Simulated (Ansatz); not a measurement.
# Rb3YP2: the cost of one run

Program: Ansatz 0.2.0. Level of theory: DFT PBE, scalar-relativistic, plane waves, PAW, unless a step names another level. These are calculated values, not measurements.

2 further runs of the same task are left out: 2 that didn't finish. Runs told in other sessions of the task aren't counted.

### Step 1. The system as given

Symmetry: Ibam, No. 72, orthorhombic system. Conventional cell: a = 7.801 Å, b = 15.362 Å, c = 7.468 Å, α = 90.00°, β = 90.00°, γ = 90.00°. Rb (site symmetry 222) is surrounded by 4 P at 3.45 Å and 4 Rb at 3.68 to 3.73 Å and 2 Y at 3.90 Å. Rb (site symmetry 2) has 4 P at 3.42 to 3.77 Å and 5 Rb at 3.68 to 3.91 Å in its first shell of neighbours. Around Y (site symmetry 222) lie 4 P at 2.80 Å. P (site symmetry m) is surrounded by 2 Y at 2.80 Å and 6 Rb at 3.42 to 3.77 Å.

As a file:

```cif
data_structure
_symmetry_space_group_name_H-M 'P 1'
_symmetry_Int_Tables_number 1
_cell_length_a 9.3890
_cell_length_b 9.3890
_cell_length_c 9.3890
_cell_angle_alpha 130.904
_cell_angle_beta 70.217
_cell_angle_gamma 133.130
_cell_volume 447.50
loop_
_atom_site_label
_atom_site_type_symbol
_atom_site_fract_x
_atom_site_fract_y
_atom_site_fract_z
_atom_site_occupancy
Rb1 Rb 0.75000 0.25000 0.50000 1
Rb2 Rb 0.51049 0.25000 0.26049 1
Rb3 Rb 0.98951 0.25000 0.73951 1
Rb4 Rb 0.25000 0.75000 0.50000 1
Rb5 Rb 0.01049 0.75000 0.26049 1
Rb6 Rb 0.48951 0.75000 0.73951 1
Y1 Y 0.75000 0.75000 0.00000 1
Y2 Y 0.25000 0.25000 0.00000 1
P1 P 0.90095 0.81644 0.71739 1
P2 P 0.59905 0.31644 0.91549 1
P3 P 0.40095 0.68356 0.08451 1
P4 P 0.09905 0.18356 0.28261 1
```

It came out lowest among 32 distinct ends of the trial cells. At a tolerance of 0.02 Å it has space group Ibam (No. 72).

### Step 2. Kick test: the unmoved cell on a coarse mesh

input.yaml

```yaml
crystal:
  lattice:
    - [0.0, 0.0, 7.4681658244]
    - [7.8014098573, 0.0, 0.0]
    - [-3.9007049286, 7.6808026609, -3.7340829122]
  atoms:
    - { symbol: Rb, position: [0.75, 0.5, 0.0] }
    - { symbol: Rb, position: [0.5104908101, 0.2604908101, 0.5209816201] }
    - { symbol: Rb, position: [0.9895091899, 0.7395091899, 0.4790183799] }
    - { symbol: Rb, position: [0.25, 0.5, 1.0] }
    - { symbol: Rb, position: [0.0104908101, 0.2604908101, 0.5209816201] }
    - { symbol: Rb, position: [0.4895091899, 0.7395091899, 0.4790183799] }
    - { symbol: "Y", position: [0.75, 0.0, 0.0] }
    - { symbol: "Y", position: [0.25, 0.0, 0.0] }
    - { symbol: P, position: [0.9009463117, 0.7173869071, 0.8018926235] }
    - { symbol: P, position: [0.5990536883, 0.9154942836, 0.1981073765] }
    - { symbol: P, position: [0.4009463117, 0.0845057164, 0.8018926235] }
    - { symbol: P, position: [0.0990536883, 0.2826130929, 0.1981073765] }
basis:
  ecutwfc: 420
kpoints:
  mp_grid: { grid: [2, 2, 2] }
hamiltonian:
  xc: pbe
scf:
  occupations: { method: gaussian, width: 0.1 }
  lower_state_search: "off"
output:
  forces: true
  stress: true
  eigenvalues: true
```

Run with:

```bash
$ ansatz run input.yaml --threads 1 --pin off --max-ram 2560MiB --backend cpu --events-out ev --progress --plain --runs-dir out
```

**Question.** How long does this run take on 1 thread of Arm Neoverse V2, shared host, and how much memory does it need?

About 8.8 s, with a peak of 0.62 GiB.
